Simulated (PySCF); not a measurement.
# GaP: from the state search to spectroscopic constants

One table from this session's results is given with a row withheld; the runs are named, their logs left out.

The runs use PySCF 2.14.0; Ga def2-TZVPPD, P def2-TZVPPD, no relativity.

Set-up of the first run:

A driver script around PySCF takes these settings:

| Item | Value |
| --- | --- |
| atoms | Ga, P |
| charge | 0 |
| basis | Ga def2-TZVPPD, P def2-TZVPPD |
| Hamiltonian | no relativity |
| basis functions | 102 |
| electrons treated | 46 |
| masses in u | 68.9256, 30.9738 |
| levels | PBE0, PBE, r²SCAN, TPSS, B2PLYP, BHandHLYP, LDA, B3LYP, ωB97M-V, HF, MP2, SCS-MP2, CCSD, CCSD(T) |
| grid | 80 radial by 434 angular points |
| occupations | held fixed by the projection of orbital angular momentum |
| dissociation limit | Ga + P, each in its ground configuration |
| starting distance in angstrom | 2.270 |
| values of 2S to try | 0, 2, 4 |

The run is started by

```bash
$ OMP_NUM_THREADS=2 python dia.py task.json out
```

Among the steps run: Input; First curve: PBE0; Higher solutions at PBE0; PBE; r²SCAN (meta-GGA); TPSS (meta-GGA); B2PLYP; BHandHLYP (global hybrid GGA); LDA; B3LYP (global hybrid GGA); ωB97M-V; UHF; Adding correlation.

One table of the session follows, with a row left open; its other results are not shown here.

Energy (eV) from each level's lowest point:

| R (Å) | UHF | UHF-MP2 | UHF-SCS-MP2 | UHF-CCSD | UHF-CCSD(T) |
| --- | --- | --- | --- | --- | --- |
| 2.116 | 0.696 | 0.578 | 0.617 | n/a | n/a |
| 2.214 | 0.316 | 0.242 | 0.269 | 0.266 | 0.269 |
| 2.312 | ? | ? | ? | ? | ? |
| 2.386 | 0.027 | 0.008 | 0.016 | 0.015 | 0.016 |
| 2.460 | 0.000 | 0.000 | 0.000 | 0.000 | 0.000 |
| 2.534 | 0.013 | 0.029 | 0.022 | 0.023 | 0.022 |
| 2.632 | 0.074 | 0.109 | 0.094 | 0.097 | 0.093 |
| 2.755 | 0.199 | 0.257 | 0.234 | 0.236 | 0.228 |
| 2.903 | 0.386 | 0.483 | 0.455 | 0.440 | 0.430 |
| 3.100 | 0.622 | 0.859 | 0.843 | n/a | n/a |

**Question.** Estimate the row for R (Å) = 2.312.

Worked estimate for «UHF». A straight line through the neighbours (2.214, 0.316) and (2.386, 0.027) gives 0.316 + (0.027 − 0.316) × (2.312 − 2.214) / (2.386 − 2.214) = 0.151; a parabola fitted to 4 rows on both sides gives 0.098.

The run gave: UHF: 0.105; UHF-MP2: 0.065; UHF-SCS-MP2: 0.080; UHF-CCSD: 0.078; UHF-CCSD(T): 0.080. In «UHF» the line misses by +0.046 and the parabola by -0.007.

Limits of these values: Lowest PBE0 solution found, without spin–orbit coupling: ³Σ⁻ (triplet), unpaired electrons π ↑↑. Warnings in the runs' records: inverted.
